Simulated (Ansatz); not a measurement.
CoCl2O2:

```xyz
5
Lattice="3.5809 -3.9270 0.0000 3.5809 3.9270 0.0000 -0.4204 0.0000 3.4576" Properties=species:S:1:pos:R:3 pbc="T T T"
Co    0.0000    0.0000    0.0000
Cl    5.3026    0.0000    1.4797
Cl    1.4388    0.0000    1.9780
O     3.5809   -2.2921    0.0000
O     3.5809    2.2921    0.0000
```

The cell comes from a database or a generator and needn't be the stable form of this composition.

Base run:

```yaml
Program: Ansatz 0.2.0
Functional: PBE
Potentials_or_basis: Ansatz PAW
Cutoff: "420 eV (not typed: the program's choice for these potentials)"
k_mesh: 4 × 4 × 7
Occupations: fermi-dirac, width 0.05 eV
Spin: collinear spin, ferromagnetic start
Starting_moments: "[2.5, 0.0, 0.0, 0.0, 0.0] μB"
Fixed_moment: 2.5 μB
```

Its results: pressure 0.5 GPa; site moments Co +1.01; Cl +0.16; O +0.37 μB; largest force 0.811 eV/Å.

**Question.** The run is repeated on the same cell with these changes: fixed moment from 2.5 μB to 1.5 μB; moments at the start from [2.5, 0.0, 0.0, 0.0, 0.0] to [1.5, 0.0, 0.0, 0.0, 0.0]. What comes out?

**Answer.** Pressure -0.9 GPa; site moments Co +0.85; Cl +0.13; O +0.09 μB; largest force 0.291 eV/Å.

Caveats: the total moment is fixed, so each spin has its own Fermi level; a cell with one magnetic atom can't hold antiferromagnetic order, which such compounds often take; the thresholds are loose for stress.
